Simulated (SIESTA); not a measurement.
The system is MoN2.

```
Mo N
1.0
     4.34805    0.00000    0.00000
     0.00000    4.34805    0.00000
     0.00000    0.00000    2.76746
Mo N
2 4
Direct
  0.00000 0.00000 0.00000
  0.50000 0.50000 0.00000
  0.61165 0.88835 0.50000
  0.38835 0.11165 0.50000
  0.11165 0.61165 0.50000
  0.88835 0.38835 0.50000
```

Measurements of this composition are mostly on another form, of space group No. 160.

Base run:

| Property | Result |
| --- | --- |
| Program | SIESTA 5.4.2 |
| Functional | PBEsol |
| Potentials or basis | PseudoDojo 0.4 standard (PBEsol files) |
| Basis | DZP (energy shift 0.003 Ry; two zetas on semicore shells) |
| Grid cutoff | 800 Ry |
| Energy shift | 0.003 Ry |
| k mesh | 6 × 6 × 10 |
| Occupations | fermi-dirac, width 0.05 eV |
| Spin | no spin polarisation |

Its results: band gap on the k mesh none (metal or under the smearing width); pressure -4.3 GPa; largest force 0.490 eV/Å.

The run is repeated on the same cell with these changes: functional from PBEsol to PBE; potentials or basis from PseudoDojo 0.4 standard (PBEsol files) to PseudoDojo 0.4 standard (PBE files). What comes out?

Band gap on the k mesh none (metal or under the smearing width); pressure 5.8 GPa; largest force 0.440 eV/Å.

Caveats: the basis of atomic orbitals isn't converged, which shifts pressures, moduli and gaps.

Not every run made on this cell is shown here.
